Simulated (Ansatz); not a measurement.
# Ni (Nickel): how the settings move a single-point run

Question: which choices in the input matter for Ni (Nickel)?

Method: reference: DFT, LDA, PAW with Ansatz's default frozen-core files, scalar-relativistic, in Ansatz 0.2.0.

### 1 The structure to begin with

Symmetry: Fm-3m, No. 225, cubic system. The conventional cell has a = 3.524 Å, b = 3.524 Å, c = 3.524 Å, α = 90.00°, β = 90.00°, γ = 90.00°. Ni (site symmetry m-3m) has 12 Ni at 2.49 Å as nearest neighbours.

As a file:

```xyz
3
Lattice="0.0000 1.7619 1.7619 -1.7619 1.7619 0.0000 -3.5239 -3.5239 3.5239" Properties=species:S:1:pos:R:3 pbc="T T T"
Ni    0.0000    0.0000    0.0000
Ni   -1.7619    0.0000    1.7619
Ni   -3.5239    0.0000    3.5239
```

### 2 Reference

Input file input.yaml:

```yaml
crystal:
  lattice:
    - [0.0, 1.761935, 1.761935]
    - [-1.761935, 1.761935, 0.0]
    - [-3.52387, -3.52387, 3.52387]
  atoms:
    - { symbol: Ni, position: [0.0, 0.0, 0.0] }
    - { symbol: Ni, position: [0.3333333333, 0.3333333333, 0.3333333333] }
    - { symbol: Ni, position: [0.6666666667, 0.6666666667, 0.6666666667] }
kpoints:
  mp_grid: { grid: [14, 14, 5] }
scf:
  occupations: { method: fermi_dirac, width: 0.1 }
  lower_state_search: "off"
hamiltonian:
  xc: lda
  pseudopotentials: { kind: paw }
output:
  forces: true
  stress: true
  eigenvalues: true
```

Command:

```console
$ ansatz run input.yaml --threads 2 --pin off --max-ram 6144MiB --backend cpu --events-out ev --progress --plain --runs-dir out
```

Excerpt of the output:

```text
[...]
Basis set: ecut = 420 eV, 603 PW (Γ)
[...]
k-points: 104 of 980
[...]
SCF iter   1: F=—  HF=-17320.000971 eV  |F-HF|=—  |Δ(HF+E_count)|=         —  Δρ=2.69e-2  dr2=1.07e-1  ethr=1.77e-3  ⟨swp⟩=5.0  Hψ=11104  notcnv=0
preconditioner: auto → Kerker (q_TF=auto, 2.964 Å⁻¹)  [metal: Δε(μ)=0.004 eV  Ē_g=8.580 eV  σ=0.100 eV  W_gap=0.01  n_scr=10 (ndim 8)  ℏωp=35.5 eV  f_vac=0.000  D(μ)=8.63/eV (n_scr^D=186)]
SCF iter   2: F=—  HF=-17319.980091 eV  |F-HF|=—  |Δ(HF+E_count)|=   2.09e-2  Δρ=5.70e-3  dr2=4.36e-3  ethr=1.99e-4  ⟨swp⟩=2.4  Hψ=6407  notcnv=0  defer=18
[...]
SCF iter   5: F=—  HF=-17319.979133 eV  |F-HF|=—  |Δ(HF+E_count)|=   4.29e-6  Δρ=8.22e-5  dr2=1.95e-6  ethr=1.69e-8  ⟨swp⟩=2.5  Hψ=5932  notcnv=0  defer=18
SCF iter   6: F=-17319.979132 eV  HF=-17319.979132 eV  |F-HF|=1.88e-8  |Δ(HF+E_count)|=   3.44e-7  Δρ=2.00e-5  dr2=5.37e-8  ethr=1.85e-10  ⟨swp⟩=4.0  Hψ=13689  notcnv=0
[...]
SCF converged after 6 iterations
Free energy (F): -17319.979132 eV
[...]
E sigma→0 (E₀):  -17319.845565 eV
[...]
Fermi energy:    17.436316 eV
[...]
  P = ⅓ Tr σ = -18.3377 GPa (-183.377 kbar)
[...]
```

It took 2.8 s on 2 threads of Arm Neoverse V1, shared host; peak memory 0.35 GiB.

### 3 Changed: occupations.method cold, occupations.width 0.001

input.yaml: that of step 2 with these lines changed.

```diff
@@ -12,3 +12,3 @@
 scf:
-  occupations: { method: fermi_dirac, width: 0.1 }
+  occupations: { method: cold, width: 0.001 }
   lower_state_search: "off"
```

Command:

```console
$ ansatz run input.yaml --threads 2 --pin off --max-ram 6144MiB --backend cpu --events-out ev --progress --plain --runs-dir out
```

Standard output, shortened:

```text
[...]
Pseudopotentials: kind: paw
Pseudopotential: Ni, paw, valence charge 18, recommended cutoff 420 eV (normal)
Functional definition: SPW92
[...]
Crystal: 3 atoms, lattice volume = 32.819 Å³
Basis set: ecut = 420 eV, 603 PW (Γ)
Bands: 33, of which v1, the nominal top of the filled ones, is band 27 counted from 1 (26 counted from 0)
Symmetry: 36 space group operations
Space group: Fm-3m (ITA 225), of the structure as read, at distance tolerance 3.2e-5 Å
k-points: 104 of 980
[...]
SCF iter   1: F=—  HF=-17319.834745 eV  |F-HF|=—  |Δ(HF+E_count)|=         —  Δρ=2.76e-2  dr2=1.12e-1  ethr=1.77e-3  ⟨swp⟩=5.0  Hψ=11534  notcnv=0
[...]
SCF iter   7: F=-17319.811872 eV  HF=-17319.811872 eV  |F-HF|=2.81e-8  |Δ(HF+E_count)|=   2.47e-7  S|Δr|=    0.00e0  Δρ=2.58e-5  dr2=7.99e-8  ethr=1.85e-10  ⟨swp⟩=6.2  Hψ=14580  notcnv=0
[...]
SCF converged after 7 iterations
Stability not checked: this state was not tested for a lower state beside it, because cold or Methfessel-Paxton smearing, or corrected tetrahedra, fill the levels in a way that the test cannot read (fill_not_monotonic; see scf.lower_state_search)
Free energy (F): -17319.811872 eV
[...]
E sigma→0 (E₀):  -17319.811871 eV
Entropy (-TS):   -0.000001 eV (-0.000 meV/atom)
Fermi energy:    17.388378 eV
Step filling:    the computed levels leave a gap of 0.0016 eV = 1.6 smearing widths at the electron count; against every level under it full and every level over it empty, smearing changes F+E_penalty+E_count by +6.02e-4 meV and its σ→0 estimate by +9.61e-4 meV
[...]
--- Forces (eV/Å), atoms counted from 1 ---
  atom   1  Ni     0.00000000     0.00000000     0.00000000
  atom   2  Ni     0.00000000     0.00000000     0.00000000
  atom   3  Ni     0.00000000     0.00000000    -0.00000000
[...]
--- Stress (GPa, compression-positive) ---
      -19.102839      -0.031995       0.031995
       -0.031995     -19.102839       0.031995
        0.031995       0.031995     -19.102839
  P = ⅓ Tr σ = -19.1028 GPa (-191.028 kbar)
--- Band table (eV; the first three rows and the last of 104) ---
[...]
```

Wall time 3.1 s (2 threads of Arm Neoverse V1, shared host); peak memory 0.35 GiB.

Changing the smearing moves the energy by +11.2 meV/atom (σ→0 values), and the pressure goes from -18.3 to -19.1 GPa. Cost: 7 SCF cycles against 6.

### 4 Comparison

```tsv
run	ending	energy change	pressure (GPa)	gap (eV)	force (eV/Å)	cycles	time
reference	converged	0	-18.3	0.00	0.00	6	2.8 s
1: occupations.method cold, occupations.width 0.001	converged	+11.2 meV/atom (σ→0)	-19.1	0.00	0.00	7	3.1 s
```

Residual by cycle in the longest SCF loop of each run; runs are numbered as in the table. The quantity is the density residual dr2, in eV.

```tsv
cycle	reference	run 1
1	0.107	0.112
2	0.00436	0.00444
3	3.7e-4	4.2e-4
4	9.1e-6	5.1e-5
5	1.9e-6	6.1e-6
6	5.4e-8	1.1e-6
7	-	8.0e-8
```

What this shows: Changing the smearing moves the energy by +11.2 meV/atom (σ→0 values), and the pressure goes from -18.3 to -19.1 GPa. Cost: 7 SCF cycles against 6. The structure is not at rest: the sound run finds -18 GPa, so these are no properties of the relaxed crystal. 

Real Ni is ferromagnetic; without spin these runs don't describe its ground state.
